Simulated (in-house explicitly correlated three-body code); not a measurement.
**Two electrons around a charge of +3.72: exact states and exact Kohn–Sham parts**

System: two electrons around a charge of +3.72. A variational three-body run gives its energies and expectation values, then the exact Kohn–Sham parts of the ground state and the errors of common functionals.

Program: in-house explicitly correlated three-body code version 1. Level of theory: two electrons, non-relativistic, variational in exponentially correlated functions. These are calculated values, not measurements, unless marked.

## 1. The system

- charge of the centre: +3.72
- mass of the centre: infinite
- interactions: Coulomb
- basis: 260 functions exp(−a r1 − b r2 − g r12) a state, exponent ranges optimised
- units: hartree and bohr; relativity and QED are left out

## 2. Input and results

Settings:

```ini
Z = 3.72
interaction_strength = 1.0
functions = 260
states_tried = 13
```

The run is started by

```bash
$ python run_hyl.py task.json out
```

Main fields of the result record, rounded:

```text
status: converged
states [hartree, bohr]:
  - {"name": "1 1S", "E": -11.66881616358, "change": 2.2e-09, "T": 11.668816139, "inv_r": 3.407786757, "inv_r12": 2.016301167, "r": 0.449059674, "r2": 0.273014745, "r12": 0.671903018, "r12_2": 0.563405321, "cos": -0.03537275, "p1p2": 0.3835954, "d1": 13.65617, "d12": 1.1756}
  - {"name": "2 3S", "E": -7.998921943381, "change": 1.6e-10, "T": 7.998921943, "inv_r": 2.230771874, "inv_r12": 0.5990988559, "r": 1.15659367, "r2": 2.23279559, "r12": 1.97184416, "r12_2": 4.48491928, "cos": -0.01076154, "p1p2": 0.025143989, "d1": 8.791006, "d12": 0.0}
  - {"name": "2 1S", "E": -7.898601960972, "change": 2.2e-09, "T": 7.898601942, "inv_r": 2.20944022, "inv_r12": 0.641031336, "r": 1.24667623, "r2": 2.65408451, "r12": 2.13661682, "r12_2": 5.33500105, "cos": -0.01355929, "p1p2": 0.030550959, "d1": 8.70745, "d12": 0.15983}
  - {"name": "2 3P", "E": -7.887612927647, "change": 1.4e-09, "T": 7.8876129216, "inv_r": 2.211288577, "inv_r12": 0.6767611631, "r": 1.07030117, "r2": 1.92829021, "r12": 1.81765484, "r12_2": 3.93459907, "cos": -0.06051234, "p1p2": -0.57798574, "d1": 8.078994, "d12": 0.0}
  - {"name": "2 1P", "E": -7.832015694789, "change": 3.9e-10, "T": 7.83201569, "inv_r": 2.196061792, "inv_r12": 0.6746683478, "r": 1.13563585, "r2": 2.19908742, "r12": 1.90686721, "r12_2": 4.37952218, "cos": 0.01975296, "p1p2": 0.5014656, "d1": 8.213152, "d12": 0.029346}
  - {"name": "3 3S", "E": -7.37238342007, "change": 7.8e-10, "T": 7.3723835647, "inv_r": 2.019692439, "inv_r12": 0.2817447595, "r": 2.45866033, "r2": 11.6754949, "r12": 4.5393576, "r12_2": 23.3620464, "cos": -0.003313935, "p1p2": 0.007065648, "d1": 8.357448, "d12": 0.0}
  - {"name": "3 1S", "E": -7.345915432906, "change": 5.4e-09, "T": 7.3459146352, "inv_r": 2.014001448, "inv_r12": 0.2923407065, "r": 2.59315346, "r2": 13.1033538, "r12": 4.80452678, "r12_2": 26.2194826, "cos": -0.00427557, "p1p2": 0.0090931004, "d1": 8.340465, "d12": 0.04691}
  - {"name": "3 3P", "E": -7.343014132875, "change": 3.1e-09, "T": 7.3430141678, "inv_r": 2.014331836, "inv_r12": 0.3006005612, "r": 2.42450554, "r2": 11.5062213, "r12": 4.47549293, "r12_2": 23.0357988, "cos": -0.01577596, "p1p2": -0.14400375, "d1": 8.163438, "d12": 0.0}
  - {"name": "3 1P", "E": -7.326774994663, "change": 1.7e-09, "T": 7.3267749938, "inv_r": 2.010079683, "inv_r12": 0.3014428495, "r": 2.51980425, "r2": 12.4887852, "r12": 4.65572862, "r12_2": 24.9793586, "cos": 0.005297562, "p1p2": 0.14182326, "d1": 8.197347, "d12": 0.0098691}
  - {"name": "4 3S", "E": -7.167617330132, "change": 1.7e-08, "T": 7.1676264935, "inv_r": 1.948546781, "inv_r12": 0.1619442301, "r": 4.31219703, "r2": 38.1200484, "r12": 8.23484528, "r12_2": 76.2468571, "cos": -0.001394408, "p1p2": 0.0028945587, "d1": 8.260168, "d12": 0.0}
  - {"name": "4 1S", "E": -7.156953065176, "change": 6.7e-08, "T": 7.1569600556, "inv_r": 1.946234201, "inv_r12": 0.1660693361, "r": 4.4923741, "r2": 41.5396716, "r12": 8.59369862, "r12_2": 83.0867661, "cos": -0.001828712, "p1p2": 0.0038263965, "d1": 8.254191, "d12": 0.019603}
  - {"name": "4 3P", "E": -7.155759877453, "change": 1.1e-08, "T": 7.1557598601, "inv_r": 1.946339808, "inv_r12": 0.169248431, "r": 4.32970186, "r2": 38.782702, "r12": 8.27160188, "r12_2": 77.5767405, "cos": -0.00635098, "p1p2": -0.057031324, "d1": 8.181105, "d12": 0.0}
  - {"name": "4 1P", "E": -7.148973055206, "change": 1.3e-08, "T": 7.1489732841, "inv_r": 1.944586927, "inv_r12": 0.1697804006, "r": 4.45627871, "r2": 41.1724821, "r12": 8.52064432, "r12_2": 82.3480427, "cos": 0.002146696, "p1p2": 0.058731309, "d1": 8.194559, "d12": 0.0043315}
threshold [hartree]: -6.9192
transitions:
  - ["1 1S", "2 1P", 3.8368005, 0.2072038]
  - ["1 1S", "3 1P", 4.3420412, 0.04262552]
  - ["1 1S", "4 1P", 4.5198431, 0.01595492]
  - ["2 1S", "2 1P", 0.066586266, 3.653475]
  - ["2 1S", "3 1P", 0.57182697, 0.7741188]
  - ["2 1S", "4 1P", 0.74962891, 0.1603591]
  - ["3 1S", "2 1P", -0.48610026, 0.2498486]
  - ["3 1S", "3 1P", 0.019140438, 21.85891]
  - ["3 1S", "4 1P", 0.19694238, 2.362985]
  - ["4 1S", "2 1P", -0.67506263, 0.0367739]
  - ["4 1S", "3 1P", -0.16982193, 1.56633]
  - ["4 1S", "4 1P", 0.00798001, 72.70038]
  - ["2 3S", "2 3P", 0.11130902, 3.144573]
  - ["2 3S", "3 3P", 0.65590781, 0.5439211]
  - ["2 3S", "4 3P", 0.84316207, 0.1218742]
  - ["3 3S", "2 3P", -0.51522951, 0.2747334]
  - ["3 3S", "3 3P", 0.029369287, 19.88042]
  - ["3 3S", "4 3P", 0.21662354, 1.707544]
  - ["4 3S", "2 3P", -0.7199956, 0.03790575]
  - ["4 3S", "3 3P", -0.1753968, 1.787375]
  - ["4 3S", "4 3P", 0.011857453, 67.65779]
polarisability [au]: {"1 1S": {"alpha": 0.07224741, "c6": 0.0181717, "f_sum": 1.999999}, "2 1S": {"alpha": 37.91494, "c6": 76.6226, "f_sum": 2.002244}, "2 3S": {"alpha": 19.71418, "c6": 34.9408, "f_sum": 2.000618}}
kohn_sham [hartree]: {"Ts": 11.6277103, "hartree": 4.20301456, "Ex": -2.10150728, "Tc": 0.0411058315, "Uc": -0.0852061143, "Ec": -0.0441002828, "norm": 1.99999992}
hartree_fock [hartree]: [-11.624724723, -4.76136946]
```

«change» is the move of the energy from 170 to 260 functions; states that moved too far are left out. d1 and d12 are the expectation values of δ(r1) and δ(r12).

It took 38 s on 1 thread of AMD EPYC 7R13 (Zen 3), shared host.

## 3. Levels

Binding counts from the one-electron threshold at -6.919200 hartree:

```
state  binding (eV)  excitation (eV)  quantum defect     ⟨r⟩  ⟨r12⟩ (bohr)  ⟨cos θ12⟩
 1 ¹S       129.244                0           0.117  0.4491        0.6719    -0.0354
 2 ³S       29.3807          99.8629           0.149   1.157         1.972    -0.0108
 2 ¹S       26.6509          102.593           0.057   1.247         2.137    -0.0136
 2 ³P       26.3519          102.892           0.046   1.070         1.818    -0.0605
 2 ¹P       24.8390          104.405          -0.013   1.136         1.907     0.0198
 3 ³S       12.3317          116.912           0.143   2.459         4.539    -0.0033
 3 ¹S       11.6115          117.632           0.056   2.593         4.805    -0.0043
 3 ³P       11.5326          117.711           0.046   2.425         4.475    -0.0158
 3 ¹P       11.0907          118.153          -0.013   2.520         4.656     0.0053
 4 ³S       6.75978          122.484           0.141   4.312         8.235    -0.0014
 4 ¹S       6.46959          122.774           0.056   4.492         8.594    -0.0018
 4 ³P       6.43712          122.807           0.046   4.330         8.272    -0.0064
 4 ¹P       6.25244          122.991          -0.012   4.456         8.521     0.0021
```

## 4. Electric-dipole lines

Oscillator strengths from the S state (negative where P lies lower) and rates of the upper state's decay:

```
   S     P  E(P) − E(S) (eV)         f  rate (1/s)
1 ¹S  2 ¹P            104.40    0.5300   8.356e+10
1 ¹S  3 ¹P            118.15    0.1234   2.491e+10
1 ¹S  4 ¹P            122.99   0.04808   1.052e+10
2 ¹S  2 ¹P            1.8119    0.1622   7.701e+06
2 ¹S  3 ¹P            15.560    0.2951   1.033e+09
2 ¹S  4 ¹P            20.398   0.08014   4.823e+08
3 ¹S  2 ¹P           -13.227  -0.08097   6.147e+08
3 ¹S  3 ¹P           0.52084    0.2789   1.094e+06
3 ¹S  4 ¹P            5.3591    0.3102   1.289e+08
4 ¹S  2 ¹P           -18.369  -0.01655   2.423e+08
4 ¹S  3 ¹P           -4.6211   -0.1773   1.643e+08
4 ¹S  4 ¹P           0.21715    0.3868   2.638e+05
2 ³S  2 ³P            3.0289    0.2333   3.096e+07
2 ³S  3 ³P            17.848    0.2378   1.096e+09
2 ³S  4 ³P            22.944   0.06851   5.216e+08
3 ³S  2 ³P           -14.020  -0.09437   8.049e+08
3 ³S  3 ³P           0.79918    0.3892   3.596e+06
3 ³S  4 ³P            5.8946    0.2466   1.239e+08
4 ³S  2 ³P           -19.592  -0.01819   3.030e+08
4 ³S  3 ³P           -4.7728   -0.2090   2.066e+08
4 ³S  4 ³P           0.32266    0.5348   8.054e+05
```

## 5. Kohn–Sham potentials from the exact density

With two electrons in one orbital the density fixes the Kohn–Sham potential directly; exchange is minus half the Hartree term. On a radial grid:

```
r (bohr)   4πr²n      v_x     v_c  pair density 4πr12²h  Coulomb hole
  0.0565  0.7215   -3.333  -0.040               0.04841       -0.0130
  0.0764   1.140   -3.281  -0.032               0.08815       -0.0218
   0.103   1.708   -3.197  -0.021                0.1578       -0.0349
    0.14   2.415   -3.064  -0.007                0.2805       -0.0529
   0.189   3.101   -2.873   0.007                0.4734       -0.0714
   0.255   3.545   -2.611   0.019                0.7477       -0.0808
   0.345   3.478   -2.278   0.024                 1.067       -0.0655
   0.467   2.782   -1.896   0.020                 1.292       -0.0193
   0.631   1.705   -1.509   0.012                 1.228        0.0313
   0.853  0.7308   -1.156   0.005                0.8257        0.0432
    1.15  0.1966  -0.8672   0.002                0.3449        0.0192
```

The last two columns are read against r12, and the hole is the exact less the Kohn–Sham pair density.

## 6. Errors of approximate functionals

Errors in millihartree. The functional-driven error is that on the exact density; the rest comes from the functional's own density. Hybrids were run self-consistently alone, so they have no split; a dash in a self-consistent column means that the top level came out unbound:

| functional | exchange | correlation | functional-driven | density-driven | total, self-consistent | top level + binding (eV) |
| --- | --- | --- | --- | --- | --- | --- |
| LDA VWN5 | +295.1 | -103.1 | +192.0 | -2.2 | +189.8 | +21.12 |
| LDA PW92 | +295.1 | -102.3 | +192.8 | -2.2 | +190.6 | +21.13 |
| PBE | +35.2 | -1.6 | +33.6 | -1.2 | +32.4 | +19.84 |
| PBEsol | +126.5 | -14.1 | +112.4 | -1.2 | +111.2 | +20.64 |
| BLYP | +10.2 | -4.7 | +5.6 | -1.5 | +4.1 | +19.45 |
| RPBE | -0.5 | -1.6 | -2.1 | -1.3 | -3.4 | +19.64 |
| PW91 | +28.9 | -8.7 | +20.2 | -1.2 | +18.9 | +19.60 |
| BP86 | +10.2 | -3.5 | +6.8 | -0.8 | +6.0 | +19.64 |
| OLYP | +6.8 | -4.7 | +2.2 | -1.5 | +0.7 | +19.53 |
| AM05 | +227.5 | -83.5 | +144.0 | -1.5 | +142.5 | +21.02 |
| TPSS | -4.0 | -2.6 | -6.6 | -0.3 | -6.9 | +18.41 |
| revTPSS | -3.5 | -5.1 | -8.6 | -0.2 | -8.8 | +18.09 |
| SCAN | -4.4 | +2.8 | -1.6 | -0.3 | -1.9 | +17.79 |
| r2SCAN | -4.4 | +2.8 | -1.6 | -0.3 | -1.9 | +17.79 |
| M06-L | -23.8 | -3.9 | -27.7 | -2.3 | -29.9 | +17.58 |
| PBE0 | – | – | – | – | +24.2 | +14.61 |
| B3LYP (VWN-RPA) | – | – | – | – | -0.9 | +15.22 |
| HSE06 | – | – | – | – | +21.6 | +15.01 |
| ωB97X | – | – | – | – | -17.7 | +12.67 |
| r2SCAN0 | – | – | – | – | -0.7 | +13.12 |

## 7. Outcome

```
                          quantity                                 value
               ground-state energy                  -11.66881616 hartree
    binding of the second electron                             129.24 eV
                  ⟨r12⟩, ⟨cos θ12⟩                  0.6719 bohr, -0.0354
          resonance line 1 ¹S–2 ¹P                 104.40 eV, f = 0.5300
polarisability of the ground state                        0.072247 bohr³
            Ts, Ex, Ec (Kohn–Sham)  11.62771, -2.10151, -0.04410 hartree
           exact less Hartree–Fock                      -0.04409 hartree
```

The second electron is bound by 129.2 eV, and the mean cosine of -0.035 shows the electrons leaning only slightly to opposite sides. The virial ratio −T/E is 1.0000000, where an exact Coulomb state gives 1. Exchange puts 2 ³S 2.73 eV under 2 ¹S. On the exact density SCAN errs least (-1.6 millihartree) and LDA PW92 most (+192.8). Self-consistent top levels of the semilocal functionals lie +17.6 to +21.1 eV from minus the binding energy, the exact Kohn–Sham level.
